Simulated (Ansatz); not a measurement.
**C2H6SSi: a ladder of functionals and wavefunction methods**

The task here is to estimate one member of a computed series from the others.

Method: functionals in def2-TZVPP, the program's frozen cores in correlated methods; program: Ansatz 0.2.0, Gaussian basis.

The runs, in order: LDA (SPW92), PBE-D4, revPBE-D4, BLYP-D4, r2SCAN-D4, B97M-V, PBE0-D4, B3LYP-D4, r2SCANh-D4, r2SCAN0-D4, HSE06-D4, BHLYP-D4, CAM-B3LYP-D4, LC-ωPBE, ωB97X-V, ωB97M-V, B2PLYP, PBE-QIDH; CCSD(T)/def2-SVP; CCSD(T)/def2-TZVPP; MP2/def2-QZVPP; extrapolation to the limit; RPA on PBE.

## The geometry

All runs share one geometry, relaxed beforehand with PBE0-D4 in a triple-zeta def2 set.

10 atoms, charge 0, spin multiplicity 1.

Atoms are counted from 1 here; the program's logs count them from 0.

Bond lengths: C1–Si2 1.881 Å, C1–S4 1.833 Å, C1–H5 1.089 Å, C1–H6 1.091 Å, Si2–C3 1.881 Å, Si2–H7 1.486 Å, Si2–H8 1.491 Å, C3–S4 1.833 Å, C3–H9 1.089 Å, C3–H10 1.091 Å. Angles: Si2–C1–S4 88.4°, Si2–C1–H5 117.2°, Si2–C1–H6 116.3°, S4–C1–H5 112.1°, S4–C1–H6 111.6°, H5–C1–H6 109.7°, C1–Si2–C3 87.8°, C1–Si2–H7 111.6°, C1–Si2–H8 117.9°, C3–Si2–H7 111.6°, C3–Si2–H8 117.9°, H7–Si2–H8 108.8°, Si2–C3–S4 88.4°, Si2–C3–H9 117.2°, Si2–C3–H10 116.3°, S4–C3–H9 112.1°, S4–C3–H10 111.6°, H9–C3–H10 109.7° and more.

Set-up of the first run:

Contents of in.yaml:

```yaml
crystal:
  periodic: [false, false, false]
  atoms:
    - {symbol: C, position_ang: [-1.119831, 0.378915, -0.678066]}
    - {symbol: Si, position_ang: [0.037481, -0.936555, 0.005350]}
    - {symbol: C, position_ang: [1.080422, 0.455401, 0.720628]}
    - {symbol: S, position_ang: [0.202012, 1.616478, -0.393078]}
    - {symbol: H, position_ang: [-1.391391, 0.304034, -1.730270]}
    - {symbol: H, position_ang: [-2.008383, 0.597293, -0.083956]}
    - {symbol: H, position_ang: [0.753182, -1.653582, -1.081277]}
    - {symbol: H, position_ang: [-0.529389, -1.939338, 0.951903]}
    - {symbol: H, position_ang: [2.150972, 0.427181, 0.521602]}
    - {symbol: H, position_ang: [0.908126, 0.698673, 1.770063]}
basis:
  gaussian: {orbitals: def2-TZVPP}
hamiltonian: {xc: lda}
output: {orbitals: {seedname: orbitals}}
```

Started as:

```bash
$ ansatz run in.yaml --threads 2 --pin off --events-out ev --progress --plain --max-ram 4352MiB
```

Among the steps run: LDA; PBE-D4 (GGA); revPBE-D4 (GGA); BLYP-D4 (GGA); r2SCAN-D4 (meta-GGA); B97M-V (meta-GGA); B3LYP-D4 (hybrid); r2SCANh-D4 (hybrid); r2SCAN0-D4 (hybrid); HSE06-D4 (hybrid); BHLYP-D4 (hybrid); CAM-B3LYP-D4 (range-separated); LC-ωPBE (range-separated); ωB97X-V (range-separated); ωB97M-V (range-separated); B2PLYP (double hybrid); PBE-QIDH (double hybrid).

One table of the session follows, with a row left open; its other results are not shown here.

It belongs to the step «Frontier levels by functional». 

```
  functional  HOMO (eV)  gap (eV)
 LDA (SPW92)      -5.33      3.88
      PBE-D4          ?         ?
   revPBE-D4      -5.21      4.03
     BLYP-D4      -5.09      3.97
   r2SCAN-D4      -5.46      4.50
      B97M-V      -5.59      4.53
     PBE0-D4      -6.45      6.07
    B3LYP-D4      -6.22      5.62
  r2SCANh-D4      -5.91      5.26
  r2SCAN0-D4      -6.59      6.39
    HSE06-D4      -6.05      5.29
    BHLYP-D4      -7.52      8.01
CAM-B3LYP-D4      -7.76      8.38
     LC-ωPBE      -9.15     10.95
     ωB97X-V      -8.80     10.43
     ωB97M-V      -8.65      9.98
```

Q: Estimate the row for PBE-D4 from the others.

**Answer.** HOMO (eV): -5.25; gap (eV): 3.99. In the column «HOMO (eV)» it lies between LDA (SPW92) (-5.33) and revPBE-D4 (-5.21).
